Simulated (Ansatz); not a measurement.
# AlIn7N8: band edges up the ladder

An exercise on one series of results from a longer session: the logs are not shown, and one member is left open.

Program: Ansatz 0.2.0. Level of theory: DFT PBEsol, scalar-relativistic, plane waves, PAW. These are calculated values, not measurements.

That is the level of the relaxation; later steps name their own.

## The structure to begin with

It takes space group P3m1 (No. 156, trigonal). The conventional cell has a = 6.959 Å, b = 6.959 Å, c = 5.607 Å, α = 90.00°, β = 90.00°, γ = 120.00°. Around Al (site symmetry 3m) lie 4 N at 2.10 to 2.13 Å. In (site symmetry m) is surrounded by 4 N at 2.10 to 2.13 Å. Around In (site symmetry 3m) lie 4 N at 2.10 to 2.13 Å. Around N (site symmetry 3m) lie 1 Al at 2.10 Å and 3 In at 2.13 Å. N (site symmetry m) has 4 In at 2.10 to 2.13 Å as nearest neighbours. N (site symmetry m) is surrounded by 3 In at 2.10 to 2.13 Å and 1 Al at 2.13 Å. N (site symmetry 3m) is surrounded by 4 In at 2.10 to 2.13 Å.

As a file:

```
CELL_PARAMETERS angstrom
0.00000 0.00000 -5.60693
-6.95917 0.00000 0.00000
3.47959 6.02682 0.00000
ATOMIC_POSITIONS crystal
Al 0.00000 0.66667 0.33333
In 0.00000 0.16667 0.33333
In 0.00000 0.66667 0.83333
In 0.00000 0.16667 0.83333
In 0.50000 0.33333 0.16667
In 0.50000 0.83333 0.16667
In 0.50000 0.33333 0.66667
In 0.50000 0.83333 0.66667
N 0.62500 0.66667 0.33333
N 0.62500 0.16667 0.33333
N 0.62500 0.66667 0.83333
N 0.62500 0.16667 0.83333
N 0.12500 0.33333 0.16667
N 0.12500 0.83333 0.16667
N 0.12500 0.33333 0.66667
N 0.12500 0.83333 0.66667
```

The first run:

(A quick probe on a coarse mesh, which set the mesh and smearing, is not shown.)

Input file input.yaml:

```yaml
crystal:
  lattice:
    - [0.0, 0.0, -5.60693164]
    - [-6.95917424, 0.0, 0.0]
    - [3.47958712, 6.02682168, 0.0]
  atoms:
    - { symbol: Al, position: [0.0, 0.66666667, 0.33333333] }
    - { symbol: In, position: [0.0, 0.16666667, 0.33333333] }
    - { symbol: In, position: [0.0, 0.66666667, 0.83333333] }
    - { symbol: In, position: [0.0, 0.16666667, 0.83333333] }
    - { symbol: In, position: [0.5, 0.33333333, 0.16666667] }
    - { symbol: In, position: [0.5, 0.83333333, 0.16666667] }
    - { symbol: In, position: [0.5, 0.33333333, 0.66666667] }
    - { symbol: In, position: [0.5, 0.83333333, 0.66666667] }
    - { symbol: "N", position: [0.625, 0.66666667, 0.33333333] }
    - { symbol: "N", position: [0.625, 0.16666667, 0.33333333] }
    - { symbol: "N", position: [0.625, 0.66666667, 0.83333333] }
    - { symbol: "N", position: [0.625, 0.16666667, 0.83333333] }
    - { symbol: "N", position: [0.125, 0.33333333, 0.16666667] }
    - { symbol: "N", position: [0.125, 0.83333333, 0.16666667] }
    - { symbol: "N", position: [0.125, 0.33333333, 0.66666667] }
    - { symbol: "N", position: [0.125, 0.83333333, 0.66666667] }
basis:
  ecutwfc: 420
kpoints:
  mp_grid: { grid: [4, 3, 3] }
hamiltonian:
  xc: pbesol
scf:
  occupations: { method: gaussian, width: 0.1 }
output:
  forces: true
  stress: true
  eigenvalues: true
relax:
  adjacent_minimum: "off"
  f_tol: 0.05
  max_steps: 80
  cell: { stress_tol: 0.5 }
```

Run with:

```sh
> ansatz run input.yaml --threads 4 --pin off --max-ram 10240MiB --backend cpu --events-out ev --progress --plain --runs-dir out
```

Among the steps run: A loose first relaxation; Relaxing cell and atoms; Band edges over the whole zone; Levels with PBEsol; Levels with PBEsol on the hybrid's mesh; Levels with HSE06; Levels with PBEsol, spin-orbit coupling; The run at r2SCAN.

One table of the session follows, with a row left open; its other results are not shown here.

| level | gap (eV) | least direct gap (eV) |
| --- | --- | --- |
| PBEsol | 0.11 | 0.11 |
| PBEsol on the hybrid's mesh | 0.11 | 0.11 |
| HSE06 | ? | ? |
| PBEsol, spin-orbit coupling | 0.11 | 0.11 |
| r2SCAN | 0.46 | 0.46 |

Q: Estimate the row for HSE06 from the others.

The run gave: gap (eV): 1.13; least direct gap (eV): 1.13. In the column «gap (eV)» it is the highest.

Gaps are by band count over the mesh and the named points; a gap of 0 means that the bands overlap or touch.
